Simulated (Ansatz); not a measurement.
# Bi: the cost of one run

Computed with Ansatz 0.2.0 (reference: DFT LDA, plane waves, PAW, scalar-relativistic, no spin polarisation, unless a step's input says otherwise).

## 1. The system as given

It takes space group R-3m (No. 166, trigonal). The conventional cell has a = 4.499 Å, b = 4.499 Å, c = 11.731 Å, α = 90.00°, β = 90.00°, γ = 120.00°. Bi (site symmetry 3m) is surrounded by 6 Bi at 3.04 to 3.49 Å.

As a file:

```xyz
2
Lattice="2.2494 1.2987 3.9104 -2.2494 1.2987 3.9104 0.0000 -2.5974 3.9104" Properties=species:S:1:pos:R:3 pbc="T T T"
Bi    0.0000    0.0000    2.7441
Bi    0.0000    0.0000    8.9872
```

## 2. The reference run

input.yaml reads:

```yaml
crystal:
  lattice:
    - [2.24937462, 1.2986737, 3.91043299]
    - [-2.24937462, 1.2986737, 3.91043299]
    - [0.0, -2.59735729, 3.91043299]
  atoms:
    - { symbol: Bi, position: [0.23391, 0.23391, 0.23391] }
    - { symbol: Bi, position: [0.76609, 0.76609, 0.76609] }
  symmetry: { tolerance: 0.0003 }
kpoints:
  mp_grid: { grid: [5, 5, 5], shift: [0, 0, 0] }
magnetization:
  spin_polarized: false
scf:
  occupations: { method: fermi_dirac }
hamiltonian:
  pseudopotentials: { kind: paw }
  xc: lda
basis:
  ecutwfc: 420
output:
  forces: true
  stress: true
  eigenvalues: true
```

Started as:

```sh
$ ansatz run input.yaml --threads 1 --pin off --max-ram 2560MiB --backend cpu --events-out ev --progress --plain --runs-dir out
```

Q: Estimate wall time and peak memory on 1 thread of Arm Neoverse V1, shared host.

About 1.6 s, with a peak of 0.29 GiB.
